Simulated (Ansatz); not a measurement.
**AlAsH₄ + NH₃: a complex and its separated parts**

The complex below is one end of an elementary step. How strongly is it bound against its free parts?

Computed with Ansatz 0.2.0, Gaussian basis. Level: PBE0-D4/def2-TZVP structures, single points in def2-TZVPP, no counterpoise correction.

Levels: SPW92, PBE-D4, BLYP-D4, r2SCAN-D4, B97M-V, PBE0-D4, B3LYP-D4, r2SCAN0-D4, BHLYP-D4, CAM-B3LYP-D4, wB97X-V, wB97M-V, B2PLYP, PBE-QIDH, RPA on PBE, Hartree-Fock, MP2, CCSD, CCSD(T).

Correlated methods freeze the cores. Filled d shells of the heavier atoms are correlated. B3LYP uses VWN-RPA correlation. B2PLYP carries no dispersion term here.

94 further runs of the same task are left out: 94 set aside as unsound or not needed. Runs told in other sessions of the task aren't counted.

### 1 Where the work starts

The complex: 10 atoms, charge 0, spin multiplicity 1.

Atoms are counted from 1 here; the program's logs count them from 0.

Bond lengths: Al1–N2 2.075 Å, Al1–H3 1.599 Å, Al1–H4 1.599 Å, Al1–As6 2.473 Å, N2–H5 1.016 Å, N2–H7 1.015 Å, N2–H8 1.015 Å, As6–H9 1.519 Å, As6–H10 1.519 Å. Angles: N2–Al1–H3 99.1°, N2–Al1–H4 99.1°, N2–Al1–As6 98.5°, H3–Al1–H4 119.2°, H3–Al1–As6 116.8°, H4–Al1–As6 116.9°, Al1–N2–H5 110.6°, Al1–N2–H7 111.0°, Al1–N2–H8 111.0°, H5–N2–H7 108.1°, H5–N2–H8 108.1°, H7–N2–H8 108.0°, Al1–As6–H9 94.3°, Al1–As6–H10 94.4°, H9–As6–H10 93.4°.

Geometry (Å):

```
Al   -0.33800   -0.36870    0.63448
N     1.46353    0.60465    0.29594
H     0.22337   -1.81713    1.01540
H    -0.92129    0.57110    1.78975
H     1.51632    0.93541   -0.66297
As   -1.32190   -0.11263   -1.61987
H     1.56533    1.40522    0.91092
H     2.24846   -0.01763    0.45766
H    -1.76596   -1.56185   -1.71629
H    -2.66985    0.36155   -1.10512
```

Its parts: AlAsH₄ holds atoms 1, 3, 4, 6, 9, 10; NH₃ holds atoms 2, 5, 7, 8. Each part counts its atoms afresh in its own runs.

### 2 Relaxing AlAsH₄ alone

Input file relax-a/in.yaml:

```yaml
crystal:
  periodic: [false, false, false]
  atoms:
    - {symbol: Al, position_ang: [-0.338005, -0.368702, 0.634485]}
    - {symbol: H, position_ang: [0.223366, -1.817125, 1.015400]}
    - {symbol: H, position_ang: [-0.921294, 0.571097, 1.789752]}
    - {symbol: As, position_ang: [-1.321897, -0.112634, -1.619870]}
    - {symbol: H, position_ang: [-1.765957, -1.561849, -1.716293]}
    - {symbol: H, position_ang: [-2.669852, 0.361552, -1.105120]}
basis:
  gaussian: {orbitals: def2-TZVP}
hamiltonian: {xc: pbe0, dispersion: d4}
relax: {f_tol: 0.005, max_steps: 200}
```

Launch:

```
> ansatz run in.yaml --threads 4 --pin off --events-out ev --progress --plain --max-ram 9574MiB
```

The program printed (excerpt; [...] marks lines left out):

```text
Functional definition: PBE0
  name "PBE0"
  cite "Adamo & Barone, J. Chem. Phys. 110, 6158 (1999) doi:10.1063/1.478522"
  cite "Perdew, Burke & Ernzerhof, Phys. Rev. Lett. 77, 3865 (1996) doi:10.1103/PhysRevLett.77.3865"
  parent pbe
[...]
878 factors; their error is unknown
[...]
mean field -67492.53128905 eV, -2480.3047767919 hartree, gradient 1.2e-5 eV, S^2 0.000000; 0 other end points of the search recorded, 0 dependent functions left out
[...]
reference -67492.53132047 eV, -2480.3047779464 hartree; 25, 25 occupied and 84, 84 virtual orbitals, 878 factors
[...]
reference -67492.74647432 eV, -2480.3126847045 hartree; 25, 25 occupied and 84, 84 virtual orbitals, 878 factors
Total energy: -67492.82777245 eV, -2480.3156723558 hartree
Atom 0 at    -0.551636    -0.482034     0.668885 Å, force     0.000634    -0.001387     0.004575 eV/Å
Atom 1 at     0.305688    -1.772836     1.009518 Å, force     0.000660    -0.000434    -0.000146 eV/Å
Atom 2 at    -0.833094     0.614065     1.780870 Å, force     0.000592     0.001183     0.000056 eV/Å
Atom 3 at    -1.301338    -0.105114    -1.608540 Å, force    -0.002924     0.000134    -0.002136 eV/Å
Atom 4 at    -1.752214    -1.553527    -1.734521 Å, force     0.000559     0.000411    -0.001179 eV/Å
Atom 5 at    -2.661045     0.371786    -1.117857 Å, force     0.000480     0.000093    -0.001169 eV/Å
Dipole moment:    -0.044927    -0.040434     0.060537 e Å
```

Wall time 15 s (4 threads of Intel Xeon at 2.50GHz, shared host).

Step by step: (the energy doesn't fall at every step)

```
step  energy from step 1 (eV)  largest force component (eV/Å)
   1                   0.0000                          1.2791
   2                  -0.1970                          0.2622
   3                  -0.2099                          0.1027
   4                  -0.2136                          0.0495
   5                  -0.2110                          0.2701
   6                  -0.2151                          0.0129
   7                  -0.2154                          0.0046
```

Distances of close pairs at the start and the end, largest changes first:

```
   bond  before (Å)  after (Å)  change (Å)
Al1–As4       2.473      2.427      -0.046
 Al1–H2       1.599      1.587      -0.013
 Al1–H3       1.599      1.587      -0.013
 As4–H5       1.519      1.522      +0.003
 As4–H6       1.519      1.522      +0.003
```

### 3 Relaxing NH₃ alone

Input file relax-b/in.yaml:

```yaml
crystal:
  periodic: [false, false, false]
  atoms:
    - {symbol: N, position_ang: [1.463526, 0.604649, 0.295940]}
    - {symbol: H, position_ang: [1.516320, 0.935413, -0.662974]}
    - {symbol: H, position_ang: [1.565332, 1.405225, 0.910920]}
    - {symbol: H, position_ang: [2.248460, -0.017626, 0.457660]}
basis:
  gaussian: {orbitals: def2-TZVP}
hamiltonian: {xc: pbe0, dispersion: d4}
relax: {f_tol: 0.005, max_steps: 200}
```

Launch:

```
> ansatz run in.yaml --threads 4 --pin off --events-out ev --progress --plain --max-ram 9574MiB
```

The program printed (excerpt; [...] marks lines left out):

```text
[... 5 set-up lines as earlier in the session ...]
[...]
287 factors; their error is unknown
[...]
mean field -1537.79710498 eV, -56.5130012516 hartree, gradient 1.4e-5 eV, S^2 0.000000; 0 other end points of the search recorded, 0 dependent functions left out
[...]
Total energy: -1537.80844355 eV, -56.5134179363 hartree
Atom 0 at     1.454090     0.599605     0.297510 Å, force    -0.000062    -0.000039    -0.000011 eV/Å
Atom 1 at     1.521780     0.935605    -0.655285 Å, force     0.000001     0.000023    -0.000040 eV/Å
Atom 2 at     1.570136     1.401789     0.904411 Å, force     0.000032     0.000008     0.000020 eV/Å
Atom 3 at     2.247633    -0.009338     0.454910 Å, force     0.000029     0.000008     0.000030 eV/Å
Dipole moment:     0.305705     0.165554    -0.058962 e Å
```

It took 2.5 s on 4 threads of Intel Xeon at 2.50GHz, shared host.

Step by step:

```
step  energy from step 1 (eV)  largest force component (eV/Å)
   1                   0.0000                          0.1952
   2                  -0.0019                          0.0565
   3                  -0.0022                          0.0095
   4                  -0.0022                          0.0001
```

Close pairs (by a distance rule), those that changed most:

```
 bond  before (Å)  after (Å)  change (Å)
N1–H2       1.016      1.013      -0.003
N1–H4       1.015      1.013      -0.002
N1–H3       1.015      1.013      -0.002
```

### 4 SPW92/def2-TZVPP

Input file parta/in.yaml:

```yaml
crystal:
  periodic: [false, false, false]
  atoms:
    - {symbol: Al, position_ang: [-0.551636, -0.482034, 0.668885]}
    - {symbol: H, position_ang: [0.305688, -1.772836, 1.009518]}
    - {symbol: H, position_ang: [-0.833094, 0.614065, 1.780870]}
    - {symbol: As, position_ang: [-1.301338, -0.105114, -1.608540]}
    - {symbol: H, position_ang: [-1.752214, -1.553527, -1.734521]}
    - {symbol: H, position_ang: [-2.661045, 0.371786, -1.117857]}
basis:
  gaussian: {orbitals: def2-TZVPP}
hamiltonian: {xc: lda}
```

Input file partb/in.yaml:

```yaml
crystal:
  periodic: [false, false, false]
  atoms:
    - {symbol: N, position_ang: [1.454090, 0.599605, 0.297510]}
    - {symbol: H, position_ang: [1.521780, 0.935605, -0.655285]}
    - {symbol: H, position_ang: [1.570136, 1.401789, 0.904411]}
    - {symbol: H, position_ang: [2.247633, -0.009338, 0.454910]}
basis:
  gaussian: {orbitals: def2-TZVPP}
hamiltonian: {xc: lda}
```

One command serves all of them, each in its own folder.

Launch:

```
> ansatz run in.yaml --threads 4 --pin off --events-out ev --progress --plain --max-ram 9574MiB
```

parta printed (excerpt; [...] marks lines left out):

```text
Functional definition: SPW92
  name "SPW92"
  cite "Dirac, Proc. Camb. Phil. Soc. 26, 376 (1930) doi:10.1017/S0305004100016108"
  cite "Slater, Phys. Rev. 81, 385 (1951) doi:10.1103/PhysRev.81.385"
  cite "Perdew & Wang, Phys. Rev. B 45, 13244 (1992) doi:10.1103/PhysRevB.45.13244"
[...]
878 factors; their error is unknown
[...]
mean field -67384.07714398 eV, -2476.3191604732 hartree, gradient 8.6e-5 eV, S^2 0.000000; 0 other end points of the search recorded, 0 dependent functions left out
reference -67384.07718394 eV, -2476.3191619419 hartree; 25, 25 occupied and 121, 121 virtual orbitals, 878 factors
Total energy: -67384.07718394 eV, -2476.3191619419 hartree
```

partb printed (excerpt; [...] marks lines left out):

```text
[... 5 set-up lines as earlier in the session ...]
[...]
332 factors; their error is unknown
[...]
mean field -1526.58938291 eV, -56.1011250623 hartree, gradient 8.6e-5 eV, S^2 0.000000; 0 other end points of the search recorded, 0 dependent functions left out
reference -1526.58940231 eV, -56.1011257753 hartree; 5, 5 occupied and 68, 68 virtual orbitals, 332 factors
Total energy: -1526.58940231 eV, -56.1011257753 hartree
```

Times: 0.96 s (parta), 0.4 s (partb) on 4 threads of Intel Xeon at 2.50GHz, shared host.

### 5 PBE-D4/def2-TZVPP

Each input of step 4 (parta, partb) changes in the same lines:

```diff
-hamiltonian: {xc: lda}
+hamiltonian: {xc: pbe, dispersion: d4}
```

One command serves all of them, each in its own folder.

Launch:

```
> ansatz run in.yaml --threads 4 --pin off --events-out ev --progress --plain --max-ram 9574MiB
```

Output in parta (excerpt; [...] marks lines left out):

```text
Functional definition: PBE
  name "PBE"
[... 2 set-up lines as earlier in the session ...]
[...]
878 factors; their error is unknown
[...]
mean field -67490.24003339 eV, -2480.2205746993 hartree, gradient 3.4e-5 eV, S^2 0.000000; 0 other end points of the search recorded, 0 dependent functions left out
reference -67490.24007598 eV, -2480.2205762645 hartree; 25, 25 occupied and 121, 121 virtual orbitals, 878 factors
Total energy: -67490.33622956 eV, -2480.2241098433 hartree
```

Log of partb (excerpt; [...] marks lines left out):

```text
[... 4 set-up lines as earlier in the session ...]
[...]
332 factors; their error is unknown
[...]
mean field -1537.73152627 eV, -56.5105912784 hartree, gradient 5.8e-5 eV, S^2 0.000000; 0 other end points of the search recorded, 0 dependent functions left out
reference -1537.73154661 eV, -56.5105920262 hartree; 5, 5 occupied and 68, 68 virtual orbitals, 332 factors
Total energy: -1537.74292454 eV, -56.5110101573 hartree
```

They took 1.4 s (parta), 0.46 s (partb) on 4 threads of Intel Xeon at 2.50GHz, shared host.

### 6 BLYP-D4/def2-TZVPP

The same edit goes into each in.yaml of step 5 (parta, partb):

```diff
-hamiltonian: {xc: pbe, dispersion: d4}
+hamiltonian: {xc: {name: BLYP}, dispersion: d4}
```

The same command starts each run, in its folder.

Launch:

```
> ansatz run in.yaml --threads 4 --pin off --events-out ev --progress --plain --max-ram 9574MiB
```

Log of parta (excerpt; [...] marks lines left out):

```text
Functional definition: BLYP
  name "BLYP"
  cite "Becke, Phys. Rev. A 38, 3098 (1988) doi:10.1103/PhysRevA.38.3098"
  cite "Lee, Yang & Parr, Phys. Rev. B 37, 785 (1988) doi:10.1103/PhysRevB.37.785"
[...]
878 factors; their error is unknown
[...]
mean field -67504.57690191 eV, -2480.7474448995 hartree, gradient 4.1e-5 eV, S^2 0.000000; 0 other end points of the search recorded, 0 dependent functions left out
reference -67504.57725231 eV, -2480.7474577767 hartree; 25, 25 occupied and 121, 121 virtual orbitals, 878 factors
Total energy: -67504.78468672 eV, -2480.7550808504 hartree
```

Log of partb (excerpt; [...] marks lines left out):

```text
[... 4 set-up lines as earlier in the session ...]
[...]
332 factors; their error is unknown
[...]
mean field -1539.10791507 eV, -56.5611726339 hartree, gradient 5.3e-5 eV, S^2 0.000000; 0 other end points of the search recorded, 0 dependent functions left out
reference -1539.10810064 eV, -56.5611794537 hartree; 5, 5 occupied and 68, 68 virtual orbitals, 332 factors
Total energy: -1539.13554994 eV, -56.5621881967 hartree
```

Wall times: 1.3 s (parta), 0.46 s (partb) on 4 threads of Intel Xeon at 2.50GHz, shared host.

### 7 r2SCAN-D4/def2-TZVPP

The same edit goes into each in.yaml of step 6 (parta, partb):

```diff
-hamiltonian: {xc: {name: BLYP}, dispersion: d4}
+hamiltonian: {xc: r2scan, dispersion: d4}
```

One command serves all of them, each in its own folder.

Launch:

```
> ansatz run in.yaml --threads 4 --pin off --events-out ev --progress --plain --max-ram 9574MiB
```

Log of parta (excerpt; [...] marks lines left out):

```text
Functional definition: r2SCAN
  name "r2SCAN"
  cite "Furness, Kaplan, Ning, Perdew & Sun, J. Phys. Chem. Lett. 11, 8208 (2020) doi:10.1021/acs.jpclett.0c02405"
  cite "Furness, Kaplan, Ning, Perdew & Sun, J. Phys. Chem. Lett. 11, 9248 (2020) doi:10.1021/acs.jpclett.0c03077"
  parent r2scan
[...]
878 factors; their error is unknown
[...]
mean field -67502.34331605 eV, -2480.6653621331 hartree, gradient 6.0e-5 eV, S^2 0.000000; 0 other end points of the search recorded, 0 dependent functions left out
reference -67502.34332833 eV, -2480.6653625846 hartree; 25, 25 occupied and 121, 121 virtual orbitals, 878 factors
Total energy: -67502.36457509 eV, -2480.6661433887 hartree
```

Log of partb (excerpt; [...] marks lines left out):

```text
[... 5 set-up lines as earlier in the session ...]
[...]
332 factors; their error is unknown
[...]
mean field -1538.76470344 eV, -56.5485598392 hartree, gradient 2.9e-5 eV, S^2 0.000000; 0 other end points of the search recorded, 0 dependent functions left out
reference -1538.76470990 eV, -56.5485600765 hartree; 5, 5 occupied and 68, 68 virtual orbitals, 332 factors
Total energy: -1538.76742284 eV, -56.5486597755 hartree
```

They took 2.4 s (parta), 1 s (partb) on 4 threads of Intel Xeon at 2.50GHz, shared host.

### 8 B97M-V/def2-TZVPP

The same edit goes into each in.yaml of step 7 (parta, partb):

```diff
-hamiltonian: {xc: r2scan, dispersion: d4}
+hamiltonian: {xc: {name: B97M-V}}
```

One command serves all of them, each in its own folder.

Launch:

```
> ansatz run in.yaml --threads 4 --pin off --events-out ev --progress --plain --max-ram 9574MiB
```

parta printed (excerpt; [...] marks lines left out):

```text
Functional definition: B97M-V
  name "B97M-V"
  cite "Mardirossian & Head-Gordon, J. Chem. Phys. 142, 074111 (2015) doi:10.1063/1.4907719"
  cite "Becke, J. Chem. Phys. 107, 8554 (1997) doi:10.1063/1.475007"
  cite "Vydrov & Van Voorhis, J. Chem. Phys. 133, 244103 (2010) doi:10.1063/1.3521275"
  # Of w^i u^j: cxij and so on, Table III.
[...]
  gx(w, u) = cx00 + cx01*u + cx02*u^2 + (cx10 + cx11*u)*w
[...]
  gos(w, u) = cos00 + cos01*u + cos03*u^3 + cos10*w + cos32*w^3*u^2
[...]
      + integral(e_c_pw_mod_opposite_spin*gos(b97_w_opposite, b97_u_opposite)) + vv10(b, c)
878 factors; their error is unknown
[...]
mean field -67490.74823918 eV, -2480.2392509177 hartree, gradient 5.5e-5 eV, S^2 0.000000; 0 other end points of the search recorded, 0 dependent functions left out
reference -67490.74829903 eV, -2480.2392531172 hartree; 25, 25 occupied and 121, 121 virtual orbitals, 878 factors
Total energy: -67490.74829903 eV, -2480.2392531172 hartree
```

Output in partb (excerpt; [...] marks lines left out):

```text
[... 5 set-up lines as earlier in the session ...]
  # Of w^i u^j: cxij and so on, Table III.
[...]
  gx(w, u) = cx00 + cx01*u + cx02*u^2 + (cx10 + cx11*u)*w
[...]
  gos(w, u) = cos00 + cos01*u + cos03*u^3 + cos10*w + cos32*w^3*u^2
[...]
      + integral(e_c_pw_mod_opposite_spin*gos(b97_w_opposite, b97_u_opposite)) + vv10(b, c)
332 factors; their error is unknown
[...]
mean field -1539.38744119 eV, -56.5714450295 hartree, gradient 4.5e-5 eV, S^2 0.000000; 0 other end points of the search recorded, 0 dependent functions left out
reference -1539.38747402 eV, -56.5714462358 hartree; 5, 5 occupied and 68, 68 virtual orbitals, 332 factors
Total energy: -1539.38747402 eV, -56.5714462358 hartree
```

They took 4.6 s (parta), 1.2 s (partb) on 4 threads of Intel Xeon at 2.50GHz, shared host.

[end of part 1 of 3]
